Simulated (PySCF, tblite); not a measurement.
**C₇H₁₀F radical: geometry, infrared bands and EPR parameters**

Wanted: the infrared bands and EPR parameters of C₇H₁₀F radical (`[CH2][C@]12CC[C@](F)(C1)C2`), by calculation.

Computed with tblite 0.8.0 and PySCF 2.14.0, with density-fitted response routines of our own, on a single molecule in the gas phase. Atoms are numbered from 0 throughout.

## 1. The starting structure

18 atoms, charge 0, multiplicity 2; geometry from: force field or distance geometry start.

Bonds of the start (Å): C0–C1 1.47, C1–C2 1.49, C2–C3 1.54, C3–C4 1.49, C4–F5 1.33, C4–C6 1.51, C4–C7 1.53, C6–C1 1.52, C7–C1 1.53, C0–H8 1.11, C0–H9 1.10, C2–H10 1.11, C2–H11 1.10, C3–H12 1.08, C3–H13 1.12, C6–H14 1.09, C6–H15 1.10, C7–H16 1.10, C7–H17 1.09.

## 2. Geometry optimisation with GFN2-xTB

Job settings and geometry (Å):

```
{"job": {"kind": "relax", "xc": "GFN2-xTB", "basis": "xTB"}, "charge": 0, "multiplicity": 2}
C      1.723400    -1.336900     0.186500
C      0.530600    -0.490800     0.027900
C     -0.785400    -1.087200    -0.320900
C     -1.651400     0.184200    -0.195800
C     -0.553200     1.186200    -0.070300
F     -0.833300     2.490500    -0.031400
C      0.595500     0.695300    -0.924100
C      0.255400     0.588100     1.080100
H      2.624700    -0.903500    -0.291100
H      1.887800    -1.673900     1.225400
H     -0.823200    -1.352600    -1.396000
H     -1.144300    -1.883400     0.349900
H     -2.341700     0.319200    -1.016400
H     -2.150100     0.142800     0.805400
H      0.371400     0.412200    -1.948700
H      1.512000     1.256100    -0.708600
H     -0.365000     0.273500     1.930900
H      1.138200     1.186500     1.285700
```

Started as:

```console
$ OMP_NUM_THREADS=1 python probes_run.py task.json out
```

One launch serves the whole session: the jobs run in the order shown.

**Question.** This job is followed by: GFN2-xTB harmonic vibrations, gas phase; UKS B3LYP, pcH-1 on C F H, non-relativistic, mean-field spin-orbit, GIAO. What will the session give for the following? strongest single infrared mode (GFN2-xTB); zero-point energy (GFN2-xTB); g(iso) (B3LYP); ⟨S²⟩; largest a(iso) (averaged by class); potential on the surface of density 0.002 e/bohr³, 1st and 99th percentile.

**Answer**, as computed:

| quantity | value |
| --- | --- |
| strongest single infrared mode (GFN2-xTB) | 3016 cm⁻¹, 121 km/mol |
| zero-point energy (GFN2-xTB) | 93.7 kcal/mol |
| g(iso) (B3LYP) | 2.00264 |
| ⟨S²⟩ | 0.754 (exact 0.75) |
| largest a(iso) (averaged by class) | 13C on C0, 81.8 MHz |
| potential on the surface of density 0.002 e/bohr³, 1st and 99th percentile | -1.09 V and 0.77 V |

The optimisation took 101 steps and gained 0.830 eV; among the close pairs (by a distance rule), C1–C2 changed most, from 1.486 to 1.537 Å. No mode is imaginary among the 48: a minimum at this level. GFN2-xTB is a fitted tight-binding method: band positions and strengths are rough. Its intensities can rank the bands wrongly. Most of the unpaired spin sits on C0 (1.06 e). The isotropic g lies 0.3 ppt above the free-electron value. These values are for one conformer; the search (at its own cheap level) found 1 more, at 0.83 kcal/mol, and measured spectra average over such forms.
